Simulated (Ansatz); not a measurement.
# F2H2OSi: the cost of one run

The runs use Ansatz 0.2.0, Gaussian basis; PBE0-D4/def2-TZVP structures, single points in def2-TZVPP, no counterpoise correction.

Levels: SPW92, PBE-D4, BLYP-D4, r2SCAN-D4, B97M-V, PBE0-D4, B3LYP-D4, r2SCAN0-D4, BHLYP-D4, CAM-B3LYP-D4, wB97X-V, wB97M-V, B2PLYP, PBE-QIDH, RPA on PBE, Hartree-Fock, MP2, CCSD, CCSD(T).

Correlated methods freeze the cores. B3LYP uses VWN-RPA correlation. B2PLYP carries no dispersion term here.

94 further runs of the same task are left out: 94 set aside as unsound or not needed.

### 1 The system as given

The complex: 10 atoms, charge 0, spin multiplicity 1.

Atoms are counted from 1 here; the program's logs count them from 0.

Bond lengths: Si1–F3 1.609 Å, Si1–F4 1.630 Å, Si1–H5 1.477 Å, Si1–O7 1.653 Å, N2–H6 1.014 Å, N2–H8 1.014 Å, N2–H9 1.014 Å, O7–H10 0.960 Å. Angles: F3–Si1–F4 97.3°, F3–Si1–H5 115.9°, F3–Si1–O7 117.4°, F4–Si1–H5 97.6°, F4–Si1–O7 97.9°, H5–Si1–O7 121.5°, H6–N2–H8 109.0°, H6–N2–H9 108.0°, H8–N2–H9 108.6°, Si1–O7–H10 111.4°.

As a file:

```mol
F2H5NOSi
  3D, bonds by distance, orders not assigned

 10  8  0  0  0  0  0  0  0  0999 V2000
   -0.8302   -0.0711    0.0066 Si  0  0
    1.2291   -0.1453   -0.5290 N   0  0
   -0.6737   -1.6719    0.0253 F   0  0
   -2.3937   -0.0101    0.4616 F   0  0
   -0.9896    0.5460   -1.3264 H   0  0
    1.5921    0.7902   -0.6725 H   0  0
   -0.1910    0.7719    1.2771 O   0  0
    1.3835   -0.6924   -1.3681 H   0  0
    1.7471   -0.5688    0.2334 H   0  0
   -0.8735    1.0512    1.8918 H   0  0
  1  3  8  0
  1  4  8  0
  1  5  8  0
  1  7  8  0
  2  6  8  0
  2  8  8  0
  2  9  8  0
  7 10  8  0
M  END
```

Its parts: F2H2OSi holds atoms 1, 3, 4, 5, 7, 10; NH3 holds atoms 2, 6, 8, 9. Each part counts its atoms afresh in its own runs.

### 2 Relaxing F2H2OSi alone

Contents of relax-a/in.yaml:

```yaml
crystal:
  periodic: [false, false, false]
  atoms:
    - {symbol: Si, position_ang: [-0.830213, -0.071072, 0.006610]}
    - {symbol: F, position_ang: [-0.673686, -1.671874, 0.025347]}
    - {symbol: F, position_ang: [-2.393705, -0.010071, 0.461644]}
    - {symbol: H, position_ang: [-0.989564, 0.546010, -1.326357]}
    - {symbol: O, position_ang: [-0.191028, 0.771931, 1.277115]}
    - {symbol: H, position_ang: [-0.873531, 1.051210, 1.891794]}
basis:
  gaussian: {orbitals: def2-TZVP}
hamiltonian: {xc: pbe0, dispersion: d4}
relax: {f_tol: 0.005, max_steps: 200}
```

Launch:

```
$ ansatz run in.yaml --threads 4 --pin off --events-out ev --progress --plain --max-ram 9574MiB
```

**Question.** How long does this run take on 4 threads of Arm Neoverse V1, shared host?

About 14 s.
